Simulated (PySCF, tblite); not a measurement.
# C7H14GeO: geometry, infrared bands, NMR shifts, electronic excitations and core binding energies

Wanted: the infrared bands, NMR shifts, electronic excitations and core binding energies of C7H14GeO (`C[C@@H]1C[C@H]([O][GeH3])C12CC2`), by calculation.

The runs use tblite 0.8.0 and PySCF 2.14.0, with density-fitted response routines of our own; the level of theory stands in each step. All values are computed, except where a source is named. Atoms are numbered from 0 throughout.

### 1 The molecule as given

23 atoms, charge 0, multiplicity 1; geometry from: force field or distance geometry start.

Bonds of the start (Å): C0–C1 1.51, C1–C2 1.54, C2–C3 1.54, C3–O4 1.38, O4–Ge5 1.80, C3–C6 1.45, C6–C7 1.47, C7–C8 1.51, C6–C1 1.49, C8–C6 1.46, C0–H9 1.13, C0–H10 1.11, C0–H11 1.10, C1–H12 1.08, C2–H13 1.09, C2–H14 1.09, C3–H15 1.10, Ge5–H16 1.56, Ge5–H17 1.55, Ge5–H18 1.56, C7–H19 1.10, C7–H20 1.12, C8–H21 1.09, C8–H22 1.13.

### 2 Optimising the geometry with GFN2-xTB

What the job is given:

```
{"job": {"kind": "relax", "xc": "GFN2-xTB", "basis": "xTB"}, "charge": 0, "multiplicity": 1}
C     -2.439500    -0.534700     0.447900
C     -1.378600    -0.521000    -0.620400
C     -0.266900    -1.526400    -0.286500
C      0.711800    -0.375900    -0.011200
O      1.271200    -0.410400     1.252000
Ge     3.049900    -0.547000     1.004300
C     -0.361100     0.533300    -0.354400
C     -0.087100     1.689100    -1.222500
C     -0.661900     1.866100     0.164100
H     -3.241900     0.233200     0.235300
H     -2.063700    -0.296000     1.462400
H     -2.930800    -1.522500     0.490700
H     -1.724600    -0.503300    -1.647100
H     -0.015900    -2.083400    -1.195000
H     -0.428200    -2.090000     0.630800
H      1.509400    -0.453100    -0.767900
H      3.516300    -2.015800     1.246800
H      3.327100    -0.166600    -0.476000
H      3.847700     0.365100     1.985700
H     -0.737300     1.763900    -2.108400
H      0.961900     2.067400    -1.297200
H     -0.105600     2.416800     0.919200
H     -1.756900     2.138400     0.157500
```

The run is started by

```console
OMP_NUM_THREADS=1 python probes_run.py task.json out
```

One launch serves the whole session: the jobs run in the order shown.

**Question.** This job is followed by: GFN2-xTB harmonic vibrations, gas phase; PBE0-D3(BJ)/def2-SVP geometry optimisation, gas phase; GIAO PBE0/pcSseg-1 NMR shielding, non-relativistic, gas phase; TDDFT B3LYP/def2-SVPD, vertical, gas phase, core orbitals frozen in the response; GIAO KT2/pcSseg-1 NMR shielding, non-relativistic, gas phase; delta-SCF UKS SCAN, pcX-2 on the ionised atom, pcseg-1 elsewhere, spin-free X2C. Predict these results of the whole session: strongest single infrared mode (GFN2-xTB); zero-point energy (GFN2-xTB); point group; rotational constants (main isotopes); ¹³C shifts against TMS (PBE0/pcSseg-1); ¹H shifts against TMS (PBE0/pcSseg-1, means over atoms taken as alike); ¹⁷O shifts against H2O (PBE0/pcSseg-1); ⁷³Ge shifts against GeMe4 (PBE0/pcSseg-1); potential on the surface of density 0.002 e/bohr³, 1st and 99th percentile; lowest singlet (B3LYP/def2-SVPD); brightest single state of those computed; lowest triplet; vertical ionisation energy (ΔSCF); C1s binding energies, SCAN/pcX-2; O1s binding energies, SCAN/pcX-2; range of the shift of O4.

As calculated:

| quantity | value |
| --- | --- |
| strongest single infrared mode (GFN2-xTB) | 1975 cm⁻¹, 521 km/mol |
| zero-point energy (GFN2-xTB) | 116.7 kcal/mol |
| point group | C1 |
| rotational constants (main isotopes) | 2.43, 0.55, 0.48 GHz |
| ¹³C shifts against TMS (PBE0/pcSseg-1) | 73.7, 40.3, 32.3, 27.7, 18.0, 8.9, 3.3 ppm |
| ¹H shifts against TMS (PBE0/pcSseg-1, means over atoms taken as alike) | 4.87, 3.83, 2.31, 1.86, 1.34, 0.92, 0.86, 0.40, 0.37, 0.32 ppm |
| ¹⁷O shifts against H2O (PBE0/pcSseg-1) | 40.9 ppm |
| ⁷³Ge shifts against GeMe4 (PBE0/pcSseg-1) | -86 ppm |
| potential on the surface of density 0.002 e/bohr³, 1st and 99th percentile | -1.21 V and 1.09 V |
| lowest singlet (B3LYP/def2-SVPD) | 6.03 eV (206 nm), f = 0.005 |
| brightest single state of those computed | state 5, 7.03 eV, f = 0.033 |
| lowest triplet | 5.78 eV |
| vertical ionisation energy (ΔSCF) | 8.95 eV |
| C1s binding energies, SCAN/pcX-2 | C3 291.57, C0 290.40, C1 290.30, C7 290.13, C8 290.08, C2 290.03, C6 290.00 eV |
| O1s binding energies, SCAN/pcX-2 | O4 537.26 eV |
| range of the shift of O4 | 40.9 to 55.1 ppm |

Relaxing lowered the energy by 1.173 eV in 152 steps; the close pair that moved most is C3–C6, from 1.448 to 1.524 Å (GFN2-xTB). All 63 modes are real, so the xTB geometry is a minimum. The strongest single mode, at 1975 cm⁻¹, moves mainly H16 and H17. Unscaled tight-binding wavenumbers are off by several per cent, some by more. Its intensities can rank the bands wrongly. The start of the PBE0/def2-SVP relaxation was shaken at random by about 0.01 Å, so part of the energy gained, and of the first lengths quoted, undoes that. The optimisation took 14 steps and gained 0.376 eV; among the close pairs (by a distance rule), O4–Ge5 changed most, from 1.736 to 1.786 Å (PBE0/def2-SVP). No frequency check was run at this level, so the end point may be a saddle. C3 (sp3 CH bonded to O) lies farthest downfield among carbon, at 73.7 ppm; deshielded by the electronegative neighbour. At PBE0/pcSseg-1: Shielding is most anisotropic at Ge5 (span 354 ppm, paramagnetic term -1339 ppm). ΔSCF puts the ionisation energy at 8.95 eV, 1.85 eV above −ε(HOMO). At SCAN/pcX-2: The C1s levels kept as sound span 1.57 eV, from C6 (three-membered-ring carbon) up to C3 (sp3 CH bonded to O). Across the 2 runs the shift of O4 moves most, between 40.9 (PBE0/pcSseg-1) and 55.1 ppm (KT2/pcSseg-1). Spin-orbit coupling is left out, which matters for shieldings and couplings at and beside the heavy atoms. The conformer search found further structures of the same energy, which may be mirror or relabelled copies of this one.
